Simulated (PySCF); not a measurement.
# GeNH4Cl (SMILES [NH2][GeH2][Cl]): MP2/aug-cc-pVDZ

What is the vertical singlet–triplet gap of GeNH4Cl at MP2/aug-cc-pVDZ? Input form: a Python script.

Program for the calculation: PySCF 2.14.0.

5 further runs of the same task are left out: 5 set aside as unsound or not needed.

## Step 1: The structure to begin with

The species is GeNH4Cl (7 atoms), meant as a singlet with charge 0. SMILES: `[NH2][GeH2][Cl]`. Geometry: relaxed at PBE0-D4/def2-TZVP. This is one conformer, not always the lowest.

Bond lengths: N1–Ge2 1.818 Å, Ge2–Cl3 2.176 Å, N1–H4 1.010 Å, N1–H5 1.010 Å, Ge2–H6 1.530 Å, Ge2–H7 1.530 Å. Angles: N1–Ge2–Cl3 112.8°, N1–Ge2–H6 108.7°, N1–Ge2–H7 108.7°, Cl3–Ge2–H6 105.8°, Cl3–Ge2–H7 105.8°, Ge2–N1–H4 115.0°, Ge2–N1–H5 115.0°, H6–Ge2–H7 115.1°, H4–N1–H5 109.1°.

## Step 2: A single-point energy at MP2/aug-cc-pVDZ

job.py reads:

```python
from pyscf import gto, mp

molecule = gto.M(
    atom='''
N   -0.792900   0.515500  -0.722700
Ge   0.579900   0.003300   0.353200
Cl   0.394500  -2.054600   1.034500
H   -1.700900   0.526800  -0.279600
H   -0.858900   0.014700  -1.597700
H    0.559300   0.864900   1.617200
H    1.880200   0.061300  -0.450600
''',
    max_memory=1860,
    charge=0,
    basis='aug-cc-pvdz',
    verbose=4,
)

mf = molecule.RHF()
mf.conv_tol = 1e-10
mf.kernel()
if not mf.converged:
    mf = mf.newton().run(mf.mo_coeff, mf.mo_occ)

pt = mp.MP2(mf).run()
e_tot = pt.e_tot
print('Final energy', e_tot)
```

Started as:

```
OMP_NUM_THREADS=1 python job.py
```

Standard output:

```text
PySCF version 2.14.0

[INPUT] num. atoms = 7
[INPUT] num. electrons = 60
[INPUT] charge = 0
[INPUT] spin (= nelec alpha-beta = 2S) = 0
[INPUT] symmetry False subgroup None
[INPUT] Mole.unit = angstrom
[INPUT] Symbol           X                Y                Z      unit          X                Y                Z       unit  Magmom
[INPUT]  1 N     -0.792900000000   0.515500000000  -0.722700000000 AA   -1.498363844168   0.974153817213  -1.365705070223 Bohr   0.0
[INPUT]  2 Ge     0.579900000000   0.003300000000   0.353200000000 AA    1.095852179635   0.006236096211   0.667451267196 Bohr   0.0
[INPUT]  3 Cl     0.394500000000  -2.054600000000   1.034500000000 AA    0.745496956141  -3.882631295531   1.954921675863 Bohr   0.0
[INPUT]  4 H     -1.700900000000   0.526800000000  -0.279600000000 AA   -3.214235165273   0.995507722421  -0.528367424428 Bohr   0.0
[INPUT]  5 H     -0.858900000000   0.014700000000  -1.597700000000 AA   -1.623085768389   0.027778974031  -3.019215429218 Bohr   0.0
[INPUT]  6 H      0.559300000000   0.864900000000   1.617200000000 AA    1.056923821469   1.634424125136   3.056065088647 Bohr   0.0
[INPUT]  7 H      1.880200000000   0.061300000000  -0.450600000000 AA    3.553063059407   0.115840211436  -0.851510591729 Bohr   0.0

nuclear repulsion = 274.823479910061
number of shells = 45
number of NR pGTOs = 215
number of NR cGTOs = 122
basis = aug-cc-pvdz
ecp = {}

******** <class 'pyscf.scf.hf.RHF'> ********
method = RHF
initial guess = minao
damping factor = 0
level_shift factor = 0
DIIS = <class 'pyscf.scf.diis.CDIIS'>
diis_start_cycle = 1
diis_space = 8
diis_damp = 0
SCF conv_tol = 1e-10
SCF conv_tol_grad = None
SCF max_cycles = 50
direct_scf = True
direct_scf_tol = 1e-13
Set gradient conv threshold to 1e-05
Initial guess from minao.
init E= -2591.08880271411
  HOMO = -0.31476429588934  LUMO = 0.0252971410400491  gap/eV = 9.25354
cycle= 1 E= -2591.64324743992  delta_E= -0.554  |g|= 0.354  |ddm|= 2.22
  HOMO = -0.408416093224024  LUMO = 0.0298279566513546  gap/eV = 11.92523
cycle= 2 E= -2591.68156469788  delta_E= -0.0383  |g|= 0.136  |ddm|= 0.55
  HOMO = -0.42467941194685  LUMO = 0.0335405291910926  gap/eV = 12.46880
cycle= 3 E= -2591.68680444798  delta_E= -0.00524  |g|= 0.0318  |ddm|= 0.18
  HOMO = -0.418679721166423  LUMO = 0.0344611207508549  gap/eV = 12.33059
cycle= 4 E= -2591.6872238412  delta_E= -0.000419  |g|= 0.00826  |ddm|= 0.0757
  HOMO = -0.420918239493563  LUMO = 0.0343159289692485  gap/eV = 12.38755
cycle= 5 E= -2591.68724930518  delta_E= -2.55e-05  |g|= 0.00294  |ddm|= 0.0137
  HOMO = -0.420529318959278  LUMO = 0.034354888057353  gap/eV = 12.37803
cycle= 6 E= -2591.68725369542  delta_E= -4.39e-06  |g|= 0.000731  |ddm|= 0.00569
  HOMO = -0.420682977919709  LUMO = 0.0343598521995458  gap/eV = 12.38235
cycle= 7 E= -2591.68725423202  delta_E= -5.37e-07  |g|= 0.000199  |ddm|= 0.00222
  HOMO = -0.420683344070286  LUMO = 0.0343643859039893  gap/eV = 12.38248
cycle= 8 E= -2591.68725426812  delta_E= -3.61e-08  |g|= 3.96e-05  |ddm|= 0.000682
  HOMO = -0.420688308457307  LUMO = 0.0343652283637201  gap/eV = 12.38264
cycle= 9 E= -2591.68725426931  delta_E= -1.19e-09  |g|= 1.05e-05  |ddm|= 0.000125
  HOMO = -0.420687824770401  LUMO = 0.0343653078488662  gap/eV = 12.38263
cycle= 10 E= -2591.68725426939  delta_E= -7.46e-11  |g|= 3.11e-06  |ddm|= 3.44e-05
  HOMO = -0.42068827595428  LUMO = 0.0343653073129717  gap/eV = 12.38264
Extra cycle  E= -2591.68725426939  delta_E= -1.82e-12  |g|= 1.45e-06  |ddm|= 7.48e-06
converged SCF energy = -2591.68725426939

******** <class 'pyscf.mp.mp2.RMP2'> ********
nocc = 30, nmo = 122
E(RMP2) = -2592.17166424942  E_corr = -0.484409980030415
E(SCS-RMP2) = -2592.16132203274  E_corr = -0.474067763353168
E_corr(same-spin) = -0.123720245403842
E_corr(oppo-spin) = -0.360689734626573
Final energy -2592.1716642494175
```

Wall time 5.7 s (1 thread of Arm Neoverse V2, shared host); peak memory 0.54 GiB.

## Step 3: The triplet at the same level

job.py reads:

```python
from pyscf import gto, mp

mol = gto.M(
    atom='''
N     -0.792900     0.515500    -0.722700
Ge     0.579900     0.003300     0.353200
Cl     0.394500    -2.054600     1.034500
H     -1.700900     0.526800    -0.279600
H     -0.858900     0.014700    -1.597700
H      0.559300     0.864900     1.617200
H      1.880200     0.061300    -0.450600
''',
    verbose=3,
    basis='aug-cc-pvdz',
    max_memory=1860,
    spin=2,
)

hf = mol.UHF()
hf.conv_tol = 1e-10
hf.kernel()
if not hf.converged:
    hf = hf.newton().run(hf.mo_coeff, hf.mo_occ)

pt = mp.MP2(hf).run()
e_tot = pt.e_tot
print('E = %.10f Eh' % e_tot)
```

Started as:

```
OMP_NUM_THREADS=1 python job.py
```

Standard output:

```text
WARN: HOMO 0.0252971410400491 >= LUMO -0.31476429588934

WARN: HOMO -0.161955384810583 >= LUMO -0.237035691348037

converged SCF energy = -2591.49007304866  <S^2> = 2.0094861  2S+1 = 3.0063174
E(UMP2) = -2591.93812375521  E_corr = -0.448050706542555
E(SCS-UMP2) = -2591.92683953723  E_corr = -0.436766488562773
E = -2591.9381237552 Eh
```

Run time: 12 s. Hardware: 1 thread of Arm Neoverse V2, shared host; peak memory 0.67 GiB.

## Step 4: Summary of results

Level: MP2/aug-cc-pVDZ.

```
                                                           quantity           value
                                              singlet: total energy  -2592.17166 Eh
                      singlet: dipole moment (Hartree–Fock density)          1.70 D
                       singlet: HOMO energy (Hartree–Fock orbitals)       -11.45 eV
                       singlet: LUMO energy (Hartree–Fock orbitals)         0.94 eV
                     singlet: HOMO–LUMO gap (Hartree–Fock orbitals)        12.38 eV
                                        singlet: correlation energy      -484.4 mEh
                                              triplet: total energy  -2591.93812 Eh
                      triplet: dipole moment (Hartree–Fock density)          4.12 D
triplet: HOMO energy (Hartree–Fock orbitals) (highest over α and β)        -3.89 eV
 triplet: LUMO energy (Hartree–Fock orbitals) (lowest over α and β)        -1.85 eV
                                        triplet: correlation energy      -448.1 mEh
                         triplet: ⟨S²⟩ of the reference determinant           2.009
                   vertical energy of the triplet above the singlet        6.355 eV
```

In words: At this shape the triplet lies 6.35 eV (147 kcal/mol) above the singlet. Mulliken charges (singlet) of the mean-field density run from -0.63 on Cl3 to +1.42 on Ge2; in a basis this large or diffuse they mean little. Mulliken charges (triplet) of the mean-field density run from -0.49 on Cl3 to +1.37 on Ge2; in a basis this large or diffuse they mean little.
